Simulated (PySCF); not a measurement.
# GeF+: from the state search to spectroscopic constants

One table from this session's results is given with a row withheld; the runs are named, their logs left out.

Method: Ge jorge-DZP-DKH, F jorge-DZP-DKH, spin-free X2C with a Gaussian nucleus; program: PySCF 2.14.0.

Set-up of the first run:

A driver script around PySCF takes these settings:

- atoms: Ge, F
- charge: 1
- basis: Ge jorge-DZP-DKH, F jorge-DZP-DKH
- Hamiltonian: spin-free X2C with a Gaussian nucleus
- basis functions: 58
- electrons treated: 40
- masses in u: 73.9212, 18.9984
- levels: PBE0, PBE, r²SCAN, M06-2X, TPSSh, BHandHLYP, LC-ωPBE, HF, MP2, SCS-MP2, CCSD, CCSD(T)
- grid: 80 radial by 434 angular points
- occupations: held fixed by the projection of orbital angular momentum
- dissociation limit: Ge+ + F, each in its ground configuration
- starting distance in angstrom: 1.875
- values of 2S to try: 0, 2

On the command line:

```console
OMP_NUM_THREADS=1 python dia.py task.json out
```

Among the steps run: Set-up; The PBE0 curve of the state that the search chose; Other states along the same grid; PBE (GGA); r²SCAN (meta-GGA); M06-2X; TPSSh; BHandHLYP; LC-ωPBE (range-separated hybrid); RHF; MP2 and coupled cluster.

One of the session's tables, all rows but one given; the rest of the session is left out.

Energy (eV) from each level's lowest point:

```
R (Å)    RHF  RHF-MP2  RHF-SCS-MP2  RHF-CCSD  RHF-CCSD(T)
1.446  1.335    1.500        1.518       n/a          n/a
1.514  0.530    0.651        0.663     0.635        0.659
1.581  0.123    0.196        0.202     0.186        0.201
1.631  0.003    0.039        0.043     0.035        0.042
1.682  0.000    0.000        0.000     0.000        0.000
1.732      ?        ?            ?         ?            ?
1.800  0.296    0.216        0.208     0.225        0.205
1.884  0.666    0.534        0.520     0.547        0.512
1.985  1.199    1.010        0.988     1.026        0.970
2.119  1.971    1.712        1.677       n/a          n/a
```

Q: Estimate the row for R (Å) = 1.732 from the others.

Worked estimate for «RHF». A straight line through the neighbours (1.682, 0.000) and (1.800, 0.296) gives 0.000 + (0.296 − 0.000) × (1.732 − 1.682) / (1.800 − 1.682) = 0.125; a parabola fitted to 4 rows on both sides gives 0.091.

**Answer.** RHF: 0.085; RHF-MP2: 0.049; RHF-SCS-MP2: 0.046; RHF-CCSD: 0.054; RHF-CCSD(T): 0.045. In «RHF» the line misses by +0.040 and the parabola by +0.006.

To keep in mind: Lowest PBE0 solution found, without spin–orbit coupling: ¹Σ⁺ (singlet), closed shell. Warnings in the runs' records: inverted.
